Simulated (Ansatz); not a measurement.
## Sn, space group Fd-3m: a convergence test of the plane-wave cutoff, step by step

Program: the Python package of Ansatz (0.2.0).

Run as a notebook:

**Cell 1**
```python
import ansatz as az
import matplotlib.pyplot as plt
```

**Cell 2**
```python
XC = "pbesol"
KMESH = (8, 8, 8)
SMEARING = "Marzari-Vanderbilt"
```

**Cell 3**
```python
cell = (
    az.Lattice.fcc(6.466686)
    .space_group(227, origin_choice=1)
    .atom("Sn", (0.0, 0.0, 0.5))
    .primitive()
)
```

**Cell 4**
```python
len(cell.resolved().sites)
```
Output:
```text
2
```

**Cell 5**
```python
calc = (
    cell.calculation()
    .functional(XC)
    .kpoints(mesh=KMESH)
    .occupations(SMEARING)
)
```

**Cell 6**
```python
rows = []
for value in [250, 300, 350, 400]:
    r = calc.basis(value).run(threads=1).report
    rows.append((value, r["free_energy_ev"] / len(r["lattice"]["sites"]), r["n_iterations"], r["n_pw"]))

print(" cutoff (eV)   F/atom (eV)    iterations   plane waves")
for row in rows:
    print(f"{str(row[0]):>12s}  {row[1]:12.5f}  {row[2]:12d}  {row[3]:12d}")
```
Output:
```text
DeckWarning: basis.ecutwfc = 250 eV is below the records' recommended 420 eV, and the density's cutoff is lower with it unless basis.ecutrho_ratio is high enough to keep the records' density cutoff: compare with a run at a higher cutoff
DeckWarning: basis.ecutwfc = 300 eV is below the records' recommended 420 eV, and the density's cutoff is lower with it unless basis.ecutrho_ratio is high enough to keep the records' density cutoff: compare with a run at a higher cutoff
DeckWarning: basis.ecutwfc = 350 eV is below the records' recommended 420 eV, and the density's cutoff is lower with it unless basis.ecutrho_ratio is high enough to keep the records' density cutoff: compare with a run at a higher cutoff
DeckWarning: basis.ecutwfc = 400 eV is below the records' recommended 420 eV, and the density's cutoff is lower with it unless basis.ecutrho_ratio is high enough to keep the records' density cutoff: compare with a run at a higher cutoff
 cutoff (eV)   F/atom (eV)    iterations   plane waves
         250   -5949.18987             6           609
         300   -5949.70604             5           821
         350   -5949.74135             6           965
         400   -5949.74326             6          1243
```

**Cell 7**
```python
# the last row is the reference
for row in rows[:-1]:
    shift = 1000 * (row[1] - rows[-1][1])
    print(f"{row[0]}: {shift:+.2f} meV/atom" + ("  (within 1 meV)" if abs(shift) < 1 else ""))
plt.figure(figsize=(4.5, 3))
plt.plot([str(row[0]) for row in rows], [1000 * (row[1] - rows[-1][1]) for row in rows], "o-")
plt.xlabel("cutoff (eV)")
plt.ylabel("F - F(last) (meV/atom)")
plt.tight_layout()
plt.savefig("ecut.png", dpi=100)
```
Output:
```text
250: +553.38 meV/atom
300: +37.22 meV/atom
350: +1.91 meV/atom
```

For a metal this k-point mesh is coarse: on a finer one energies can move by several to tens of meV an atom and pressures by half a GPa or more, differences at one mesh by less. Warnings are shown shortened and without file and line. Shifts are counted from the last row, which is itself no proven limit. Finished in 5.2 s on 1 thread of Arm Neoverse V2, with other jobs on the host, peak memory 0.41 GiB.
